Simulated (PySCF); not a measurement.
**C₄H₄BClO: electronic excitations at several levels of theory**

Aim: compute the electronic excitations of C₄H₄BClO (`Bc1occc1Cl`) at several levels, and see how far they spread and what each costs.

Programs: PySCF 2.14.0, with density-fitted response routines of our own. Each step states its level of theory. These are calculated values for one molecule in the gas phase, unless marked as measured. Atoms count from 0, in the outputs and in this text.

## (1) Starting geometry

11 atoms, charge 0, multiplicity 1; geometry from: GFN2-xTB. The atoms were then displaced at random by about 0.01 Å, so the start is not that level's minimum.

Bonds of the start (Å): B0–C1 1.55, C1–O2 1.37, O2–C3 1.28, C3–C4 1.36, C4–C5 1.41, C5–Cl6 1.70, C5–C1 1.40, B0–H7 1.19, B0–H8 1.13, C3–H9 1.10, C4–H10 1.08.

## (2) Optimising the geometry at PBE0-D3(BJ)/def2-SVP

What the job is given:

```
{"job": {"xc": "PBE0", "basis": "def2-SVP", "d3": "d3bj", "grid": 1, "shake": 0.01, "kind": "geom"}, "charge": 0, "multiplicity": 1}
B      2.051910    -0.651370     0.016090
C      0.547680    -0.272620    -0.006130
O     -0.430220    -1.234860    -0.090280
C     -1.568640    -0.649210    -0.081070
C     -1.497110     0.702030    -0.009280
C     -0.112620     0.961780     0.046150
Cl     0.627140     2.486890     0.151300
H      2.836390     0.235220     0.074810
H      2.343990    -1.742020    -0.024730
H     -2.467960    -1.289130    -0.124490
H     -2.292440     1.427450     0.031960
```

The run is started by

```sh
OMP_NUM_THREADS=1 python probes_run.py task.json out
```

The driver reads the jobs from task.json and runs them one after another.

Output:

```text
step   0  E = -714.28902262  max force = 0.062355
step   1  E = -714.29314964  max force = 0.017556
step   2  E = -714.29502726  max force = 0.009065
step   3  E = -714.29538762  max force = 0.007647
step   4  E = -714.29571706  max force = 0.005780
step   5  E = -714.29596061  max force = 0.002339
step   6  E = -714.29600662  max force = 0.001320
step   7  E = -714.29602183  max force = 0.000754
step   8  E = -714.29602588  max force = 0.000232
optimisation converged
```

It took 50 s on 1 thread of Arm Neoverse V1, shared host; peak memory 0.51 GiB.

The steps of the relaxation:

```
step  energy from step 0 (eV)  largest force component (eV/Å)
   0                   0.0000                          3.2064
   1                  -0.1123                          0.9028
   2                  -0.1634                          0.4661
   3                  -0.1732                          0.3932
   4                  -0.1822                          0.2972
   5                  -0.1888                          0.1203
   6                  -0.1900                          0.0679
   7                  -0.1905                          0.0388
   8                  -0.1906                          0.0119
```

Distances of close pairs at the start and the end, largest changes first:

```
  bond  before (Å)  after (Å)  change (Å)
 B0–H8       1.130      1.206      +0.076
 O2–C3       1.280      1.325      +0.044
 B0–C1       1.551      1.512      -0.039
 B0–H7       1.185      1.205      +0.020
 C3–C4       1.355      1.371      +0.016
 C3–H9       1.105      1.089      -0.016
C4–H10       1.077      1.087      +0.009
 C1–C5       1.401      1.392      -0.008
```

The next job starts from the end point, and lists it.

```
                         at the end point                value
  point group (found at 0.08 Å tolerance)                   Cs
rotational constants (GHz, main isotopes)  3.762, 2.016, 1.313
                        dipole moment (D)                 2.62
```

## (3) TDDFT and polarisability: PBE0/def2-SVP

What the job is given:

```
{"job": {"kind": "uv", "xc": "PBE0", "basis": "def2-SVP"}, "charge": 0, "multiplicity": 1}
B      1.996310    -0.620291    -0.405776
C      0.557682    -0.257270    -0.112377
O     -0.397788    -1.238846     0.035737
C     -1.567266    -0.669048     0.284903
C     -1.468434     0.698422     0.316526
C     -0.101381     0.956791     0.062315
Cl     0.607863     2.503739    -0.015810
H      2.806682     0.263734    -0.524740
H      2.314392    -1.778250    -0.513741
H     -2.415531    -1.337040     0.425167
H     -2.258935     1.421623     0.497385
```

Method: TDDFT PBE0/def2-SVP, vertical, gas phase, core orbitals frozen in the response.

Output:

```text
coarse grid: 10624 points
cycle   1  E = -714.1463557952  dE =  1.172e+00  |g| = 4.497e-01  |ddm| = 3.930e+00
cycle   2  E = -714.0772597497  dE =  6.910e-02  |g| = 7.399e-01  |ddm| = 1.097e+00
cycle   3  E = -714.1947835192  dE = -1.175e-01  |g| = 1.068e-01  |ddm| = 7.055e-01
cycle   4  E = -714.1969459125  dE = -2.162e-03  |g| = 5.041e-02  |ddm| = 1.483e-01
cycle   5  E = -714.1975656821  dE = -6.198e-04  |g| = 1.174e-02  |ddm| = 5.948e-02
cycle   6  E = -714.1975969685  dE = -3.129e-05  |g| = 4.011e-03  |ddm| = 1.459e-02
cycle   7  E = -714.1976004651  dE = -3.497e-06  |g| = 1.365e-03  |ddm| = 5.062e-03
final grid: 100488 points
cycle   8  E = -714.2867648369  dE = -1.201e-05  |g| = 9.954e-03  |ddm| = 2.496e-02
cycle   9  E = -714.2867199425  dE =  4.489e-05  |g| = 1.789e-02  |ddm| = 2.169e-02
cycle  10  E = -714.2867845349  dE = -6.459e-05  |g| = 1.679e-03  |ddm| = 1.511e-02
cycle  11  E = -714.2867852678  dE = -7.329e-07  |g| = 3.078e-04  |ddm| = 1.983e-03
cycle  12  E = -714.2867852913  dE = -2.352e-08  |g| = 6.668e-05  |ddm| = 3.925e-04
cycle  13  E = -714.2867852922  dE = -8.670e-10  |g| = 3.378e-05  |ddm| = 1.114e-04
cycle  14  E = -714.2867852925  dE = -2.856e-10  |g| = 6.071e-06  |ddm| = 4.562e-05
converged SCF energy = -714.2867852925

Static polarisability (au): isotropic 67.439, principal 33.374 77.138 91.807

Singlet excitations
state   eV       nm        f      main configurations
  1   4.7822    259.3   0.26994   H->L 0.95
  2   5.2582    235.8   0.11948   H-1->L 0.93
  3   5.5912    221.7   0.00020   H-2->L 0.93
  4   5.6123    220.9   0.00001   H-3->L 0.94
  5   6.6014    187.8   0.00597   H-4->L 0.96
  6   6.9931    177.3   0.10117   H->L+1 0.89
  7   7.2578    170.8   0.00027   H->L+2 0.97
  8   7.6240    162.6   0.00934   H-5->L 0.91
  9   7.6724    161.6   0.00267   H-6->L 0.94
 10   8.0289    154.4   0.09390   H-1->L+1 0.67, H->L+3 0.23

Triplet excitations (Tamm-Dancoff, eV): 3.0289 4.2988 5.0399 5.3562
```

It took 12 s on 1 thread of Arm Neoverse V1, shared host; peak memory 0.63 GiB.

Frontier orbitals and where they lie:

```
orbital     eV                        atoms
 HOMO−3  -9.38    B0 47 %, H8 25 %, H7 22 %
 HOMO−2  -9.01     Cl6 75 %, C1 5 %, C5 5 %
 HOMO−1  -8.16   C4 40 %, Cl6 22 %, O2 16 %
   HOMO  -7.32   C1 38 %, C3 20 %, Cl6 14 %
   LUMO  -2.07    B0 50 %, C5 18 %, C3 14 %
 LUMO+1   0.59    C4 33 %, C3 31 %, B0 12 %
 LUMO+2   1.49  Cl6 35 %, C5 28 %, H10 10 %
```

With each of the 10 states as a Gaussian band of 0.4 eV half-width at 1/e, the curve within the window shown has maxima at 256 nm (ε 12,000), 177 nm (ε 4,200), 155 nm (ε 4,000) L/(mol cm). Beyond the last state computed it falls off for lack of states. The curve at chosen wavelengths:

```csv
nm,ε (L/mol/cm)
149,2191
155,4002
161,2635
167,2031
173,3559
178,4228
184,2993
190,1309
196,420
202,147
208,244
214,815
220,2072
225,3609
231,5733
237,7868
243,9876
249,11520
255,12313
261,11852
267,10199
272,8272
278,5853
284,3771
290,2235
296,1231
```

Further results of this job:

```
           property  computed
  dipole moment (D)      2.62
polarisability (Å³)      9.99
 HOMO–LUMO gap (eV)      5.25
      −ε(HOMO) (eV)      7.32
```

## (4) Excited states and response: PBE0/def2-TZVP

Settings changed since step 3:

```diff
@@ -1,2 +1,2 @@
-{"job": {"kind": "uv", "xc": "PBE0", "basis": "def2-SVP"}, "charge": 0, "multiplicity": 1}
+{"job": {"kind": "uv", "xc": "PBE0", "basis": "def2-TZVP"}, "charge": 0, "multiplicity": 1}
 B      1.996310    -0.620291    -0.405776
```

Level: TDDFT PBE0/def2-TZVP, vertical, gas phase, core orbitals frozen in the response.

Output:

```text
coarse grid: 10624 points
cycle   1  E = -714.6823580597  dE =  1.221e+00  |g| = 4.705e-01  |ddm| = 2.872e+00
cycle   2  E = -714.6129274255  dE =  6.943e-02  |g| = 7.629e-01  |ddm| = 9.688e-01
cycle   3  E = -714.7297201845  dE = -1.168e-01  |g| = 1.264e-01  |ddm| = 5.357e-01
cycle   4  E = -714.7326940721  dE = -2.974e-03  |g| = 5.581e-02  |ddm| = 1.231e-01
cycle   5  E = -714.7333999473  dE = -7.059e-04  |g| = 1.499e-02  |ddm| = 4.868e-02
cycle   6  E = -714.7334492539  dE = -4.931e-05  |g| = 4.535e-03  |ddm| = 1.397e-02
cycle   7  E = -714.7334531653  dE = -3.911e-06  |g| = 1.971e-03  |ddm| = 4.600e-03
final grid: 100488 points
cycle   8  E = -714.7237187047  dE = -3.915e-05  |g| = 1.053e-02  |ddm| = 7.048e-02
cycle   9  E = -714.7236703985  dE =  4.831e-05  |g| = 1.876e-02  |ddm| = 1.601e-02
cycle  10  E = -714.7237384325  dE = -6.803e-05  |g| = 2.064e-03  |ddm| = 1.139e-02
cycle  11  E = -714.7237393920  dE = -9.595e-07  |g| = 5.416e-04  |ddm| = 1.759e-03
cycle  12  E = -714.7237394584  dE = -6.638e-08  |g| = 1.217e-04  |ddm| = 4.581e-04
cycle  13  E = -714.7237394614  dE = -3.050e-09  |g| = 5.716e-05  |ddm| = 1.406e-04
cycle  14  E = -714.7237394622  dE = -7.617e-10  |g| = 1.041e-05  |ddm| = 4.794e-05
converged SCF energy = -714.7237394622

Static polarisability (au): isotropic 76.850, principal 43.826 86.846 99.879

Singlet excitations
state   eV       nm        f      main configurations
  1   4.6541    266.4   0.26693   H->L 0.96
  2   5.1575    240.4   0.10574   H-1->L 0.93
  3   5.5666    222.7   0.00022   H-2->L 0.81, H-3->L 0.15
  4   5.6119    220.9   0.00000   H-3->L 0.83, H-2->L 0.15
  5   6.5847    188.3   0.00669   H-4->L 0.96
  6   6.7428    183.9   0.00004   H->L+2 0.96
  7   6.7981    182.4   0.10758   H->L+1 0.90
  8   7.5567    164.1   0.00002   H-1->L+2 0.94
  9   7.5604    164.0   0.01047   H-5->L 0.88, H-1->L+1 0.10
 10   7.6358    162.4   0.00139   H-6->L 0.93

Triplet excitations (Tamm-Dancoff, eV): 2.9611 4.2384 5.0404 5.3313
```

Wall time 35 s (1 thread of Arm Neoverse V1, shared host); peak memory 0.99 GiB.

Key values: HOMO -7.32 eV, LUMO -2.15 eV; lowest singlet 4.65 eV.

## (5) Ultraviolet spectrum: PBE0/aug-cc-pVDZ

Settings changed since step 4:

```diff
@@ -1,2 +1,2 @@
-{"job": {"kind": "uv", "xc": "PBE0", "basis": "def2-TZVP"}, "charge": 0, "multiplicity": 1}
+{"job": {"kind": "uv", "xc": "PBE0", "basis": "aug-cc-pVDZ"}, "charge": 0, "multiplicity": 1}
 B      1.996310    -0.620291    -0.405776
```

Level: TDDFT PBE0/aug-cc-pVDZ, vertical, gas phase, core orbitals frozen in the response.

Output:

```text
coarse grid: 10624 points
cycle   1  E = -714.5894625938  dE =  1.261e+00  |g| = 4.383e-01  |ddm| = 1.116e+01
cycle   2  E = -714.5218908418  dE =  6.757e-02  |g| = 7.280e-01  |ddm| = 2.813e+00
cycle   3  E = -714.6352263566  dE = -1.133e-01  |g| = 1.111e-01  |ddm| = 1.363e+00
cycle   4  E = -714.6376659275  dE = -2.440e-03  |g| = 4.910e-02  |ddm| = 3.740e-01
cycle   5  E = -714.6382414914  dE = -5.756e-04  |g| = 1.295e-02  |ddm| = 1.317e-01
cycle   6  E = -714.6382797307  dE = -3.824e-05  |g| = 4.301e-03  |ddm| = 4.673e-02
cycle   7  E = -714.6382837213  dE = -3.991e-06  |g| = 1.559e-03  |ddm| = 1.335e-02
final grid: 100488 points
cycle   8  E = -714.6546007694  dE = -1.686e-05  |g| = 9.665e-03  |ddm| = 2.168e-01
cycle   9  E = -714.6545576414  dE =  4.313e-05  |g| = 1.740e-02  |ddm| = 5.413e-02
cycle  10  E = -714.6546199537  dE = -6.231e-05  |g| = 1.871e-03  |ddm| = 2.782e-02
cycle  11  E = -714.6546208608  dE = -9.071e-07  |g| = 3.329e-04  |ddm| = 5.582e-03
cycle  12  E = -714.6546208893  dE = -2.853e-08  |g| = 7.482e-05  |ddm| = 1.195e-03
cycle  13  E = -714.6546208905  dE = -1.120e-09  |g| = 4.313e-05  |ddm| = 2.831e-04
cycle  14  E = -714.6546208909  dE = -4.466e-10  |g| = 8.557e-06  |ddm| = 1.168e-04
converged SCF energy = -714.6546208909

Static polarisability (au): isotropic 81.153, principal 49.256 90.585 103.619

Singlet excitations
state   eV       nm        f      main configurations
  1   4.6347    267.5   0.26383   H->L 0.96
  2   5.1365    241.4   0.10671   H-1->L 0.93
  3   5.5725    222.5   0.00014   H-3->L 0.63, H-2->L 0.35
  4   5.6046    221.2   0.00004   H-2->L 0.61, H-3->L 0.36
  5   6.3504    195.2   0.00211   H->L+1 0.87
  6   6.5911    188.1   0.00873   H-4->L 0.79, H->L+3 0.12
  7   6.5978    187.9   0.00003   H->L+3 0.59, H-4->L 0.17
  8   6.6991    185.1   0.11389   H->L+2 0.89
  9   7.0160    176.7   0.01216   H->L+5 0.51, H-1->L+1 0.22, H->L+3 0.09
 10   7.1036    174.5   0.00385   H->L+4 0.82, H->L+3 0.11

Triplet excitations (Tamm-Dancoff, eV): 2.9648 4.2360 5.0170 5.3503
```

It took 26 s on 1 thread of Arm Neoverse V1, shared host; peak memory 0.82 GiB.

This run: HOMO -7.35 eV, LUMO -2.19 eV; lowest singlet 4.63 eV.

## (6) TDDFT and polarisability: PBE0/6-31+G*

Settings changed since step 5:

```diff
@@ -1,2 +1,2 @@
-{"job": {"kind": "uv", "xc": "PBE0", "basis": "aug-cc-pVDZ"}, "charge": 0, "multiplicity": 1}
+{"job": {"kind": "uv", "xc": "PBE0", "basis": "6-31+G*"}, "charge": 0, "multiplicity": 1}
 B      1.996310    -0.620291    -0.405776
```

Level: TDDFT PBE0/6-31+G*, vertical, gas phase, core orbitals frozen in the response.

Output:

```text
coarse grid: 10624 points
cycle   1  E = -714.6155400034  dE =  1.250e+00  |g| = 4.321e-01  |ddm| = 4.753e+00
cycle   2  E = -714.5540979279  dE =  6.144e-02  |g| = 7.050e-01  |ddm| = 3.976e+00
cycle   3  E = -714.6609650753  dE = -1.069e-01  |g| = 1.086e-01  |ddm| = 1.843e+00
cycle   4  E = -714.6632914928  dE = -2.326e-03  |g| = 4.834e-02  |ddm| = 4.286e-01
cycle   5  E = -714.6638517598  dE = -5.603e-04  |g| = 1.219e-02  |ddm| = 1.463e-01
cycle   6  E = -714.6638856161  dE = -3.386e-05  |g| = 4.070e-03  |ddm| = 3.055e-02
cycle   7  E = -714.6638892486  dE = -3.633e-06  |g| = 1.427e-03  |ddm| = 1.013e-02
final grid: 100488 points
cycle   8  E = -714.6035217307  dE = -1.100e-05  |g| = 9.676e-03  |ddm| = 1.071e-01
cycle   9  E = -714.6034790597  dE =  4.267e-05  |g| = 1.736e-02  |ddm| = 3.758e-02
cycle  10  E = -714.6035410909  dE = -6.203e-05  |g| = 1.807e-03  |ddm| = 2.692e-02
cycle  11  E = -714.6035419464  dE = -8.556e-07  |g| = 3.130e-04  |ddm| = 3.972e-03
cycle  12  E = -714.6035419720  dE = -2.557e-08  |g| = 6.871e-05  |ddm| = 8.292e-04
cycle  13  E = -714.6035419730  dE = -9.763e-10  |g| = 3.538e-05  |ddm| = 2.804e-04
cycle  14  E = -714.6035419733  dE = -2.999e-10  |g| = 7.589e-06  |ddm| = 8.923e-05
converged SCF energy = -714.6035419733

Static polarisability (au): isotropic 74.819, principal 41.330 85.618 97.509

Singlet excitations
state   eV       nm        f      main configurations
  1   4.7003    263.8   0.27966   H->L 0.96
  2   5.1950    238.7   0.10733   H-1->L 0.94
  3   5.6403    219.8   0.00026   H-2->L 0.68, H-3->L 0.29
  4   5.6769    218.4   0.00002   H-3->L 0.69, H-2->L 0.28
  5   6.4884    191.1   0.00020   H->L+1 0.66, H->L+3 0.24
  6   6.6523    186.4   0.00741   H-4->L 0.96
  7   6.6815    185.6   0.00021   H->L+3 0.65, H->L+1 0.29
  8   6.7987    182.4   0.11251   H->L+2 0.89
  9   7.1650    173.0   0.01525   H->L+4 0.40, H-1->L+1 0.24, H->L+5 0.23
 10   7.3211    169.4   0.00225   H->L+4 0.48, H-1->L+1 0.28, H-1->L+3 0.13

Triplet excitations (Tamm-Dancoff, eV): 3.0023 4.2814 5.1365 5.4125
```

It took 15 s on 1 thread of Arm Neoverse V1, shared host; peak memory 0.71 GiB.

In short: HOMO -7.35 eV, LUMO -2.14 eV; lowest singlet 4.70 eV.

## (7) Comparing the runs: electronic excitations

Excitations and ground-state properties, with basis size and wall time:

```
             run  lowest singlet (eV)  brightest (eV)      f  gap (eV)  α (Å³)  μ (D)  functions  time
   PBE0/def2-SVP                 4.78            4.78  0.270      5.25    9.99   2.62        122  12 s
  PBE0/def2-TZVP                 4.65            4.65  0.267      5.17   11.39   2.62        247  35 s
PBE0/aug-cc-pVDZ                 4.63            4.63  0.264      5.16   12.03   2.59        201  26 s
    PBE0/6-31+G*                 4.70            4.70  0.280      5.21   11.09   2.63        138  15 s
```

## (8) Results

```
                            quantity                        value
                         point group                           Cs
rotational constants (main isotopes)         3.76, 2.02, 1.31 GHz
      lowest singlet (PBE0/def2-SVP)  4.78 eV (259 nm), f = 0.270
                      lowest triplet                      3.03 eV
         range of the lowest singlet              4.63 to 4.78 eV
```

Single values in the summary come from the first sound run of each kind (PBE0/def2-SVP), which need not be the best level. The start of the PBE0/def2-SVP relaxation was shaken at random by about 0.01 Å, so part of the energy gained, and of the first lengths quoted, undoes that. Relaxing lowered the energy by 0.191 eV in 8 steps; the close pair that moved most is B0–H8, from 1.130 to 1.206 Å. The lowest singlet, at 4.78 eV, is HOMO→LUMO 0.95 and is bright. The lowest triplet lies 1.75 eV below the lowest singlet (triplets in Tamm-Dancoff, singlets in full TDDFT). The lowest singlet runs from 4.63 eV (PBE0/aug-cc-pVDZ) to 4.78 eV (PBE0/def2-SVP), while the orbital gap spans 5.16 to 5.25 eV. The lowest state need not be the same one in every run.
